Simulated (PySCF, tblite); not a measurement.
**C5H5F6P: geometry, infrared bands and NMR shifts**

What infrared bands and NMR shifts should C5H5F6P (`C=CP(CC(F)(F)F)C(F)(F)F`) show?

The runs use tblite 0.8.0 and PySCF 2.14.0, with density-fitted response routines of our own; the level of theory stands in each step. All values are computed, except where a source is named. Atoms are numbered from 0 throughout.

### 1 The starting structure

17 atoms, charge 0, multiplicity 1; geometry from: force field or distance geometry start.

Bonds of the start (Å): C0–C1 1.34, C1–P2 1.82, P2–C3 1.85, C3–C4 1.50, C4–F5 1.39, C4–F6 1.40, C4–F7 1.38, P2–C8 1.85, C8–F9 1.36, C8–F10 1.39, C8–F11 1.39, C0–H12 1.07, C0–H13 1.10, C1–H14 1.09, C3–H15 1.10, C3–H16 1.13.

### 2 Geometry optimisation with GFN2-xTB

Job settings and geometry (Å):

```
{"job": {"kind": "relax", "xc": "GFN2-xTB", "basis": "xTB"}, "charge": 0, "multiplicity": 1}
C      1.911100     1.842000     0.321700
C      0.989000     0.948300     0.687400
P      0.359100    -0.214700    -0.569400
C     -1.467900    -0.475900    -0.483700
C     -2.169800     0.561200     0.342200
F     -3.517700     0.237600     0.321700
F     -1.940900     1.808900    -0.242000
F     -1.697200     0.497600     1.633700
C      1.288400    -1.811200    -0.612500
F      2.577400    -1.620000    -0.231100
F      1.220500    -2.353100    -1.894500
F      0.650600    -2.743300     0.201100
H      2.270700     1.926200    -0.684600
H      2.302000     2.543800     1.072400
H      0.653000     0.913600     1.719100
H     -1.833600    -0.533400    -1.520000
H     -1.601600    -1.515400    -0.071400
```

Command:

```
$ OMP_NUM_THREADS=1 python probes_run.py task.json out
```

The driver reads the jobs from task.json and runs them one after another.

**Question.** This job is followed by: GFN2-xTB harmonic vibrations, gas phase; GIAO PBE0/pcSseg-1 NMR shielding, non-relativistic, gas phase. What will the session give for the following? strongest single infrared mode (GFN2-xTB); zero-point energy (GFN2-xTB); ¹³C shifts against TMS (PBE0/pcSseg-1); ¹H shifts against TMS (PBE0/pcSseg-1, means over atoms taken as alike); ³¹P shifts against H3PO4 (PBE0/pcSseg-1); ¹⁹F shifts against CFCl3 (PBE0/pcSseg-1, means over atoms taken as alike).

**Answer**, as computed:

| quantity | value |
| --- | --- |
| strongest single infrared mode (GFN2-xTB) | 1039 cm⁻¹, 310 km/mol |
| zero-point energy (GFN2-xTB) | 60.1 kcal/mol |
| ¹³C shifts against TMS (PBE0/pcSseg-1) | 148.6, 141.6, 140.5, 134.5, 37.4 ppm |
| ¹H shifts against TMS (PBE0/pcSseg-1, means over atoms taken as alike) | 6.88, 6.69, 6.68, 2.83 ppm |
| ³¹P shifts against H3PO4 (PBE0/pcSseg-1) | -33.7 ppm |
| ¹⁹F shifts against CFCl3 (PBE0/pcSseg-1, means over atoms taken as alike) | -71.0, -76.3 ppm |

What this shows: Over 123 steps the energy fell by 1.673 eV; of the close pairs, C4–F6 changed most, 1.397 to 1.341 Å. All 45 modes are real, so the xTB geometry is a minimum. The strongest single mode, at 1039 cm⁻¹, moves mainly C8. GFN2-xTB is a fitted tight-binding method: band positions and strengths are rough. Its intensities can rank the bands wrongly. The most deshielded carbon is C0 (terminal =CH2 carbon), at 148.6 ppm: as expected for a trigonal carbon in a double bond. H14 (hydrogen on an alkene CH) lies farthest downfield among hydrogen, at 6.88 ppm; olefinic region. At PBE0/pcSseg-1: The widest tensor belongs to C0: span 251 ppm, with a paramagnetic part of -215 ppm.
